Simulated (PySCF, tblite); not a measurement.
# C₈H₉N: a rotation path, then NMR shifts on frames, part 2 of 2

tblite 0.8.0 and PySCF 2.14.0. Atoms count from 0.

### Step 5. Shielding tensors: image 4, PBE0/pcSseg-1

What the job is given:

```
{"job": {"kind": "nmr", "xc": "PBE0", "basis": "pcSseg-1", "pop": false}, "charge": 0, "multiplicity": 1}
N      3.087400     1.350900     1.763700
C      2.674400     0.706200     0.914700
C      2.132300    -0.097900    -0.151800
C      0.615900    -0.106100    -0.090800
C     -0.030000    -0.436400     1.016900
C     -1.519800    -0.463300     1.143800
C     -2.211200    -0.078500    -0.124900
C     -1.574600     0.254500    -1.232500
C     -0.083400     0.284600    -1.359100
H      2.477700     0.312100    -1.105200
H      2.526400    -1.114800    -0.050700
H      0.522100    -0.702400     1.909200
H     -1.825700     0.215000     1.950300
H     -1.845700    -1.465700     1.449700
H     -3.291900    -0.080600    -0.092600
H     -2.121400     0.525300    -2.125500
H      0.234300     1.292300    -1.656700
H      0.224500    -0.388800    -2.170000
```

Method: GIAO PBE0/pcSseg-1 NMR shielding, non-relativistic, gas phase.

What it wrote:

```text
coarse grid: 15336 points
cycle   1  E = -364.3595133447  dE =  1.407e+00  |g| = 5.254e-01  |ddm| = 4.073e+00
cycle   2  E = -364.2176653328  dE =  1.418e-01  |g| = 9.697e-01  |ddm| = 1.315e+00
cycle   3  E = -364.4255795931  dE = -2.079e-01  |g| = 1.758e-01  |ddm| = 8.411e-01
cycle   4  E = -364.4325152755  dE = -6.936e-03  |g| = 4.564e-02  |ddm| = 1.820e-01
cycle   5  E = -364.4329866277  dE = -4.714e-04  |g| = 1.009e-02  |ddm| = 5.532e-02
cycle   6  E = -364.4330096382  dE = -2.301e-05  |g| = 2.572e-03  |ddm| = 1.235e-02
cycle   7  E = -364.4330109476  dE = -1.309e-06  |g| = 1.079e-03  |ddm| = 2.802e-03
final grid: 149008 points
cycle   8  E = -364.4871798991  dE = -4.248e-05  |g| = 7.881e-03  |ddm| = 4.133e-02
cycle   9  E = -364.4871758087  dE =  4.090e-06  |g| = 8.930e-03  |ddm| = 1.736e-02
cycle  10  E = -364.4871964152  dE = -2.061e-05  |g| = 1.184e-03  |ddm| = 9.375e-03
cycle  11  E = -364.4871967272  dE = -3.120e-07  |g| = 3.680e-04  |ddm| = 1.205e-03
cycle  12  E = -364.4871967562  dE = -2.905e-08  |g| = 1.286e-04  |ddm| = 3.744e-04
cycle  13  E = -364.4871967591  dE = -2.864e-09  |g| = 6.334e-05  |ddm| = 1.177e-04
cycle  14  E = -364.4871967599  dE = -8.160e-10  |g| = 1.695e-05  |ddm| = 5.662e-05
converged SCF energy = -364.4871967599

GIAO shielding tensors (ppm)
atom      isotropic    diamagn.    paramagn.     s11        s22        s33       span
  0 N      -29.734     339.847    -369.581   -201.550   -182.773    295.121    496.671
  1 C       63.396     260.037    -196.641    -56.809    -45.363    292.360    349.170
  2 C      163.798     246.233     -82.435    146.592    162.117    182.687     36.095
  3 C       53.298     262.571    -209.273    -59.744     64.678    154.960    214.704
  4 C       52.609     254.932    -202.323    -60.993     59.877    158.943    219.936
  5 C      155.004     248.900     -93.896    133.722    163.880    167.410     33.689
  6 C       55.498     254.770    -199.272    -59.115     61.453    164.156    223.271
  7 C       56.352     253.920    -197.568    -55.434     65.685    158.805    214.239
  8 C      151.594     246.917     -95.323    131.300    155.689    167.793     36.493
  9 H       29.429      28.166       1.263     24.774     29.519     33.994      9.221
 10 H       28.535      27.100       1.435     24.805     26.935     33.865      9.060
 11 H       25.407      34.063      -8.656     22.992     23.718     29.510      6.518
 12 H       28.581      29.633      -1.051     24.684     26.889     34.171      9.487
 13 H       28.684      29.181      -0.497     24.645     26.884     34.523      9.878
 14 H       25.674      29.553      -3.879     23.640     25.753     27.629      3.990
 15 H       25.760      29.647      -3.887     23.582     26.131     27.566      3.984
 16 H       28.803      30.389      -1.586     24.712     28.300     33.398      8.686
 17 H       28.939      29.901      -0.962     24.778     28.223     33.815      9.037
```

Wall time 52 s (1 thread of Arm Neoverse N1, shared host); peak memory 0.88 GiB.

In short: δ C4 134.3, C3 133.6, C6 131.4, C7 130.6, H11 6.31, H14 6.04 ppm.

### Step 6. Nuclear shieldings: image 6, PBE0/pcSseg-1

What the job is given:

```
{"job": {"kind": "nmr", "xc": "PBE0", "basis": "pcSseg-1", "pop": false}, "charge": 0, "multiplicity": 1}
N      3.173300     0.647800     2.097000
C      2.715000     0.387900     1.082400
C      2.121800     0.071000    -0.191700
C      0.610400    -0.007100    -0.108000
C     -0.019200    -0.257100     1.029400
C     -1.504700    -0.344900     1.166300
C     -2.215300    -0.131800    -0.131200
C     -1.595600     0.109100    -1.272000
C     -0.107200     0.198300    -1.411000
H      2.422800     0.840400    -0.911200
H      2.528300    -0.887600    -0.536600
H      0.543500    -0.401700     1.942200
H     -1.841900     0.400200     1.898000
H     -1.778300    -1.323500     1.580400
H     -3.294700    -0.181300    -0.090800
H     -2.156700     0.255700    -2.185100
H      0.157700     1.178800    -1.828300
H      0.232100    -0.548100    -2.141600
```

Method: GIAO PBE0/pcSseg-1 NMR shielding, non-relativistic, gas phase.

What it wrote:

```text
coarse grid: 15336 points
cycle   1  E = -364.3631953223  dE =  1.408e+00  |g| = 5.202e-01  |ddm| = 4.107e+00
cycle   2  E = -364.2264288235  dE =  1.368e-01  |g| = 9.541e-01  |ddm| = 1.324e+00
cycle   3  E = -364.4280814506  dE = -2.017e-01  |g| = 1.758e-01  |ddm| = 8.520e-01
cycle   4  E = -364.4349975805  dE = -6.916e-03  |g| = 4.575e-02  |ddm| = 1.857e-01
cycle   5  E = -364.4354687019  dE = -4.711e-04  |g| = 1.031e-02  |ddm| = 5.596e-02
cycle   6  E = -364.4354924039  dE = -2.370e-05  |g| = 2.865e-03  |ddm| = 1.257e-02
cycle   7  E = -364.4354940392  dE = -1.635e-06  |g| = 1.194e-03  |ddm| = 3.163e-03
final grid: 149008 points
cycle   8  E = -364.4896870842  dE = -4.317e-05  |g| = 7.842e-03  |ddm| = 4.053e-02
cycle   9  E = -364.4896820454  dE =  5.039e-06  |g| = 9.127e-03  |ddm| = 1.738e-02
cycle  10  E = -364.4897031328  dE = -2.109e-05  |g| = 1.432e-03  |ddm| = 9.804e-03
cycle  11  E = -364.4897036126  dE = -4.798e-07  |g| = 3.529e-04  |ddm| = 1.494e-03
cycle  12  E = -364.4897036417  dE = -2.910e-08  |g| = 1.104e-04  |ddm| = 4.158e-04
cycle  13  E = -364.4897036441  dE = -2.444e-09  |g| = 5.520e-05  |ddm| = 1.207e-04
cycle  14  E = -364.4897036447  dE = -6.027e-10  |g| = 1.892e-05  |ddm| = 5.090e-05
converged SCF energy = -364.4897036447

GIAO shielding tensors (ppm)
atom      isotropic    diamagn.    paramagn.     s11        s22        s33       span
  0 N      -36.007     340.087    -376.094   -206.599   -194.684    293.260    499.859
  1 C       64.359     260.157    -195.798    -52.876    -46.173    292.126    345.002
  2 C      161.568     246.798     -85.230    141.692    159.969    183.043     41.351
  3 C       55.060     262.936    -207.876    -57.764     65.128    157.816    215.580
  4 C       54.887     255.720    -200.833    -54.416     58.286    160.791    215.207
  5 C      155.248     248.930     -93.682    133.753    164.177    167.816     34.063
  6 C       55.147     254.821    -199.674    -59.293     60.735    163.999    223.291
  7 C       56.811     253.908    -197.098    -55.166     66.349    159.250    214.416
  8 C      152.839     246.642     -93.803    131.150    159.829    167.539     36.388
  9 H       29.187      27.691       1.495     24.039     29.562     33.959      9.920
 10 H       28.676      26.824       1.852     24.517     27.427     34.084      9.566
 11 H       25.157      35.291     -10.134     22.192     23.860     29.420      7.228
 12 H       28.578      29.643      -1.065     24.535     26.949     34.249      9.715
 13 H       28.679      29.394      -0.714     24.558     26.939     34.541      9.983
 14 H       25.634      29.521      -3.886     23.549     25.761     27.593      4.044
 15 H       25.745      29.526      -3.781     23.464     26.168     27.604      4.140
 16 H       29.036      30.108      -1.072     24.788     28.365     33.955      9.167
 17 H       28.971      29.804      -0.833     24.724     28.242     33.947      9.223
```

It took 52 s on 1 thread of Arm Neoverse N1, shared host; peak memory 0.89 GiB.

This run: δ C4 132.0, C3 131.9, C6 131.8, C7 130.1, H11 6.56, H14 6.08 ppm.

### Step 7. NMR shieldings: image 8, PBE0/pcSseg-1

What the job is given:

```
{"job": {"kind": "nmr", "xc": "PBE0", "basis": "pcSseg-1", "pop": false}, "charge": 0, "multiplicity": 1}
N      3.338700    -0.073400     2.066000
C      2.783100     0.066400     1.076700
C      2.098900     0.239800    -0.177900
C      0.597100     0.077500    -0.083900
C     -0.044700    -0.077000     1.063000
C     -1.527200    -0.233500     1.177600
C     -2.218800    -0.188600    -0.146900
C     -1.586100    -0.031900    -1.295100
C     -0.101400     0.118700    -1.413600
H      2.336800     1.239600    -0.561000
H      2.503500    -0.491200    -0.887700
H      0.501100    -0.098200     1.997000
H     -1.927000     0.555200     1.827200
H     -1.753600    -1.183400     1.677800
H     -3.294700    -0.294900    -0.120500
H     -2.132000    -0.007300    -2.228600
H      0.127100     1.065400    -1.921000
H      0.290400    -0.677100    -2.060800
```

With the program's defaults for keys left out, this is: GIAO PBE0/pcSseg-1 NMR shielding, non-relativistic, gas phase.

What it wrote:

```text
coarse grid: 15336 points
cycle   1  E = -364.3651995049  dE =  1.409e+00  |g| = 5.184e-01  |ddm| = 4.129e+00
cycle   2  E = -364.2305470882  dE =  1.347e-01  |g| = 9.481e-01  |ddm| = 1.333e+00
cycle   3  E = -364.4297039378  dE = -1.992e-01  |g| = 1.755e-01  |ddm| = 8.598e-01
cycle   4  E = -364.4365841206  dE = -6.880e-03  |g| = 4.583e-02  |ddm| = 1.854e-01
cycle   5  E = -364.4370559971  dE = -4.719e-04  |g| = 1.044e-02  |ddm| = 5.633e-02
cycle   6  E = -364.4370799758  dE = -2.398e-05  |g| = 3.118e-03  |ddm| = 1.268e-02
cycle   7  E = -364.4370819332  dE = -1.957e-06  |g| = 1.295e-03  |ddm| = 3.491e-03
final grid: 149008 points
cycle   8  E = -364.4911017797  dE = -4.652e-05  |g| = 8.018e-03  |ddm| = 4.437e-02
cycle   9  E = -364.4910963426  dE =  5.437e-06  |g| = 9.349e-03  |ddm| = 1.788e-02
cycle  10  E = -364.4911184626  dE = -2.212e-05  |g| = 1.525e-03  |ddm| = 1.006e-02
cycle  11  E = -364.4911190157  dE = -5.532e-07  |g| = 3.681e-04  |ddm| = 1.588e-03
cycle  12  E = -364.4911190483  dE = -3.261e-08  |g| = 9.518e-05  |ddm| = 4.286e-04
cycle  13  E = -364.4911190503  dE = -1.992e-09  |g| = 3.635e-05  |ddm| = 1.055e-04
cycle  14  E = -364.4911190506  dE = -2.718e-10  |g| = 1.414e-05  |ddm| = 3.702e-05
converged SCF energy = -364.4911190506

GIAO shielding tensors (ppm)
atom      isotropic    diamagn.    paramagn.     s11        s22        s33       span
  0 N      -38.288     340.143    -378.431   -212.843   -195.089    293.068    505.911
  1 C       65.334     259.428    -194.094    -49.958    -46.486    292.446    342.404
  2 C      160.906     247.055     -86.149    140.733    158.264    183.723     42.990
  3 C       55.855     262.776    -206.920    -56.735     65.473    158.828    215.564
  4 C       56.793     255.381    -198.588    -49.946     59.436    160.889    210.835
  5 C      155.337     248.895     -93.559    134.017    164.250    167.742     33.725
  6 C       55.109     254.810    -199.701    -59.359     60.803    163.885    223.244
  7 C       57.012     253.858    -196.847    -55.146     66.595    159.585    214.731
  8 C      153.298     246.736     -93.439    131.411    161.189    167.292     35.881
  9 H       28.861      27.032       1.830     24.130     28.462     33.992      9.863
 10 H       28.998      27.307       1.691     23.957     29.129     33.909      9.952
 11 H       25.215      35.329     -10.115     22.179     24.106     29.359      7.180
 12 H       28.650      29.410      -0.760     24.502     26.970     34.477      9.975
 13 H       28.619      29.466      -0.847     24.508     26.953     34.397      9.889
 14 H       25.623      29.467      -3.844     23.510     25.759     27.600      4.089
 15 H       25.737      29.475      -3.738     23.418     26.179     27.613      4.195
 16 H       29.064      29.935      -0.870     24.755     28.428     34.011      9.255
 17 H       29.079      29.998      -0.919     24.785     28.407     34.046      9.261
```

Wall time 52 s (1 thread of Arm Neoverse N1, shared host); peak memory 0.88 GiB.

In short: δ C6 131.8, C3 131.1, C4 130.1, C7 129.9, H11 6.50, H14 6.09 ppm.

### Step 8. Comparing the runs: NMR shifts

Shifts (ppm) of some atoms, chosen among heavy atoms and hydrogens apart, with basis size and wall time:

| frame | C3 | C4 | C8 | C2 | H11 | H16 | N0 | functions | time |
| --- | --- | --- | --- | --- | --- | --- | --- | --- | --- |
| image 0 | 133.6 | 131.9 | 32.0 | 27.9 | 5.96 | 3.36 | 299.5 | 198 | 53 s |
| image 2 | 133.8 | 133.7 | 34.3 | 24.9 | 6.07 | 3.14 | 297.0 | 198 | 52 s |
| image 4 | 133.6 | 134.3 | 35.3 | 23.1 | 6.31 | 2.91 | 297.5 | 198 | 52 s |
| image 6 | 131.9 | 132.0 | 34.1 | 25.4 | 6.56 | 2.68 | 303.7 | 198 | 52 s |
| image 8 | 131.1 | 130.1 | 33.6 | 26.0 | 6.50 | 2.65 | 306.0 | 198 | 52 s |

### Step 9. Outcome

What follows sums up all 2 parts.

```
                                       quantity                                                     value
                                        barrier                        0.040 eV (0.9 kcal/mol) at image 4
                          end to end (GFN2-xTB)                                                  0.030 eV
¹³C shifts against TMS (PBE0/pcSseg-1, image 0)   133.6, 131.9, 131.0, 130.2, 122.0, 32.0, 32.0, 27.9 ppm
 ¹H shifts against TMS (PBE0/pcSseg-1, image 0)  6.07, 6.01, 5.96, 3.36, 3.02, 3.00, 2.91, 2.76, 2.59 ppm
¹⁵N shifts against NH3 (PBE0/pcSseg-1, image 0)                                                 299.5 ppm
                       range of the shift of N0                                        297.0 to 306.0 ppm
```

What this shows: Along the band the dihedral turns by 120°, and the top (dihedral 127°) lies 0.9 kcal/mol above the start (GFN2-xTB, rough), so at room temperature this motion is fast. Ends this close can change order at a higher level. The top was not checked by a frequency run. Shifts at one fixed geometry are not the observed spectrum, which averages over the motion. In the first frame run (image 0): Shielding is most anisotropic at N0 (span 502 ppm, paramagnetic term -371 ppm). Across the 5 runs the shift of N0 moves most, between 297.0 (image 2) and 306.0 ppm (image 8).
